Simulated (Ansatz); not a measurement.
# CH4BFSi: rotation by 180° about the B2–C3 bond

All numbers below are computed with Ansatz 0.2.0 (RKS PBE-D4/def2-SVP).

### 1 The system as given

Bond lengths: F1–B2 1.347 Å, B2–C3 1.507 Å, C3–Si4 1.775 Å, B2–H5 1.177 Å, C3–H6 1.085 Å, Si4–H7 1.458 Å, Si4–H8 1.463 Å. Angles: F1–B2–C3 119.4°, F1–B2–H5 115.2°, C3–B2–H5 125.4°, B2–C3–Si4 124.6°, B2–C3–H6 118.8°, Si4–C3–H6 116.7°, C3–Si4–H7 125.9°, C3–Si4–H8 124.4°, H7–Si4–H8 109.8°.

Coordinates:

```xyz
8

F    -0.9147    1.7844    0.5281
B    -0.1946    1.3664   -0.5303
C     0.3216   -0.0494   -0.5621
Si    0.0503   -1.2489    0.7180
H    -0.0236    2.1727   -1.3699
H     0.9014   -0.3749   -1.4195
H    -0.6943   -1.0278    1.9518
H     0.5541   -2.6225    0.6838
```

### 2 Relaxing end A

input.yaml

```yaml
crystal:
  periodic: [false, false, false]
  atoms:
    - { symbol: F, position_ang: [-0.9147, 1.78441, 0.52813] }
    - { symbol: B, position_ang: [-0.19465, 1.36637, -0.53029] }
    - { symbol: C, position_ang: [0.3216, -0.04939, -0.56206] }
    - { symbol: Si, position_ang: [0.05028, -1.24894, 0.71805] }
    - { symbol: H, position_ang: [-0.02364, 2.17274, -1.36989] }
    - { symbol: H, position_ang: [0.90136, -0.37492, -1.41954] }
    - { symbol: H, position_ang: [-0.69433, -1.02781, 1.9518] }
    - { symbol: H, position_ang: [0.55408, -2.62246, 0.68381] }
basis:
  gaussian: { orbitals: def2-SVP }
hamiltonian:
  xc: pbe
  dispersion: d4
relax:
  f_tol: 0.015
  max_steps: 40
```

Started as:

```
$ ansatz run input.yaml --threads 1 --pin off --max-ram 2048MiB --backend cpu --events-out ev --progress --plain --runs-dir out
```

**Question.** How long does this run take on 1 thread of Arm Neoverse V2, shared host, and how much memory does it need?

About 13 s, with a peak of 0.14 GiB.
